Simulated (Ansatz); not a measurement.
# CuNi3 (Cmmm) in Ansatz: equation of state

Aim: energy against volume of CuNi3 in PBEsol, for its equilibrium volume and stiffness.

Program: Ansatz 0.2.0. These are calculated values, not measurements. Logs are shortened: lines on timing, memory, paths and dates and some standing lists are left out, and cuts for length are marked.

## (1) The structure

The structure is orthorhombic, space group Cmmm (No. 65). Conventional cell: a = 2.790 Å, b = 3.974 Å, c = 7.935 Å, α = 90.00°, β = 90.00°, γ = 90.00°. Cu (site symmetry mmm) is surrounded by 6 Cu at 2.43 to 2.79 Å and 4 Ni at 2.46 Å. Ni (site symmetry mm2) is surrounded by 6 Ni at 2.39 to 2.43 Å and 2 Cu at 2.46 Å. Ni (site symmetry mmm) has 8 Ni at 2.39 to 2.43 Å as nearest neighbours.

The cell comes from a database or a generator and needn't be the stable form of this composition.

## (2) Equation of state, PBEsol, collinear spin, ferromagnetic start

Potentials or basis: all-electron LAPW, scalar-relativistic.

No new run: the results of the series are fitted here.

What came out:

```yaml
Equilibrium_volume: 10.65 Å³/atom
Bulk_modulus_at_fixed_shape_and_positions: 208 GPa
Pressure_derivative_of_the_bulk_modulus: 5.0
```

Energy against volume, from the lowest point:
| volume (Å³/atom) | energy (meV/atom) |
| --- | --- |
| 10.340 | 5.64 |
| 10.560 | 0.00 |
| 10.780 | 0.58 |
| 11.000 | 6.65 |
| 11.220 | 17.58 |
| 11.440 | 32.78 |
| 11.660 | 51.75 |

Caveat: the cell was scaled at fixed shape and fractional positions, which overstates the stiffness of a crystal with free parameters, most of all of layers and chains.
